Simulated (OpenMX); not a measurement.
CS2:

```
S C
1.0
     3.64579   -2.99431    0.00000
     3.64579    2.99431    0.00000
     0.00000    0.00000    9.85126
S C
4 2
Cartesian
  3.6458 1.9073 8.7368
  3.6458 1.0871 3.8111
  3.6458 -1.0871 6.0401
  3.6458 -1.9073 1.1145
  3.6458 0.0000 4.9256
  0.0000 0.0000 0.0000
```

The cell comes from a database or a generator and needn't be the stable form of this composition.

Base run:

| Quantity | Value |
| --- | --- |
| Program | OpenMX 3.8.5 |
| Functional | PBE |
| Potentials or basis | OpenMX 2013 PBE set, S7.0-s3p2d2f1, C6.0-s3p2d2, grid cutoff 300 Ry |
| k mesh | 7 × 7 × 3 |
| Occupations | fermi-dirac, width 0.05 eV |
| Spin | no spin polarisation |

Its results: band gap on the k mesh 3.49 eV, indirect (least direct gap 3.50 eV); pressure 1.0 GPa; largest force 0.697 eV/Å.

**Question.** The run is repeated on the same cell with these changes: functional from PBE to LDA; potentials or basis from OpenMX 2013 PBE set, S7.0-s3p2d2f1, C6.0-s3p2d2, grid cutoff 300 Ry to OpenMX 2013 LDA set, S7.0-s2p2d1f1, C6.0-s2p2d1, grid cutoff 300 Ry. What comes out?

**Answer.** Band gap on the k mesh 3.48 eV, indirect (least direct gap 3.49 eV); pressure -0.1 GPa; largest force 0.527 eV/Å.

Caveats: the basis of atomic orbitals isn't converged, which shifts pressures, moduli and gaps.

Not every run made on this cell is shown here.
